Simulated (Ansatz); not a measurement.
# CHFGe+ (quartet): the correlation ladder, cc-pVDZ

The task here is to estimate one member of a computed series from the others.

Method: cc-pVDZ, core rule «outside noble gas», up to 16 orbitals frozen; program: Ansatz 0.2.0, Gaussian basis.

The runs, in order: UHF; CCSD(T) on ROHF; CCSD(T) on UHF; BCCD(T) on ROHF; CISD as a restricted active space (open shells left free, so some higher excitations enter); CCSDT(Q) on ROHF; CCSDT(Q) on UHF.

9 further runs of the same task are left out: 2 for a known fault of the program, 1 that didn't finish, 6 set aside as unsound or not needed. Runs told in other sessions of the task aren't counted.

## The system

The geometry is a PBE0/def2-TZVP stationary point (not a proven minimum) of the parent state, kept for this charge and spin. No spin-orbit coupling is included. The filled d shell of Ge may be among the frozen orbitals whatever the setting's name suggests.

4 atoms, charge 1, spin multiplicity 4.

Atoms are counted from 1 here; the program's logs count them from 0.

Bond lengths: F1–C2 1.297 Å, C2–Ge3 1.952 Å, Ge3–H4 1.585 Å. Angles: F1–C2–Ge3 126.2°, C2–Ge3–H4 90.7°.

Set-up of the first run:

File in.yaml:

```yaml
crystal:
  periodic: [false, false, false]
  atoms:
    - {symbol: F, position_ang: [0.000000, -0.178389, 2.174912]}
    - {symbol: C, position_ang: [0.000000, 0.564387, 1.112124]}
    - {symbol: Ge, position_ang: [0.000000, -0.066466, -0.735166]}
    - {symbol: H, position_ang: [0.000000, 1.427192, -1.264730]}
basis:
  gaussian: {orbitals: cc-pVDZ}
total_charge: 1
magnetization: {spin_polarized: true, initial_magnetization: 3}
hamiltonian: {xc: hf}
output: {orbitals: {seedname: orbitals}}
```

Started as:

```console
$ ansatz run in.yaml --threads 1 --pin off --events-out ev --progress --plain --max-ram 2560MiB --backend cpu
```

Steps of the session up to this table: UHF; CCSD(T) on ROHF; CCSD(T) on UHF; BCCD(T) on ROHF; CISD as a restricted active space (open shells left free, so some higher excitations enter); CCSDT(Q) on ROHF; CCSDT(Q) on UHF.

One table of the session follows, with a row left open; its other results are not shown here.

It belongs to the step «Misses and costs». 

| method | from UCCSDT(Q) (meV) |
| --- | --- |
| ROHF | +10372.1 |
| UHF | +10197.3 |
| RMP2 | +1166.2 |
| UMP2 | +1169.4 |
| RCCSD | +387.1 |
| UCCSD | +374.7 |
| RCCSD(T) | ? |
| UCCSD(T) | +70.3 |
| BCCD(T) | +71.9 |
| RCCSDT | +35.6 |
| UCCSDT | +26.0 |
| RCCSDT(Q) | +17.9 |
| UCCSDT(Q) | 0 |

Estimate the missing values for RCCSD(T).

The run gave: from UCCSDT(Q) (meV): +78.8. In the column «from UCCSDT(Q) (meV)» it lies between BCCD(T) (+71.9) and UCCSD (+374.7).

Not comparable, so not listed: CISD as a restricted active space (open shells left free, so some higher excitations enter) (they don't share determinant, frozen orbitals or solution with the rows shown, or repeat one).

Caveats from the session: Restricted and unrestricted rows rest on different reference determinants; a gap between their highest levels can come from leftover correlation error, from unlike frozen cores or from another state.
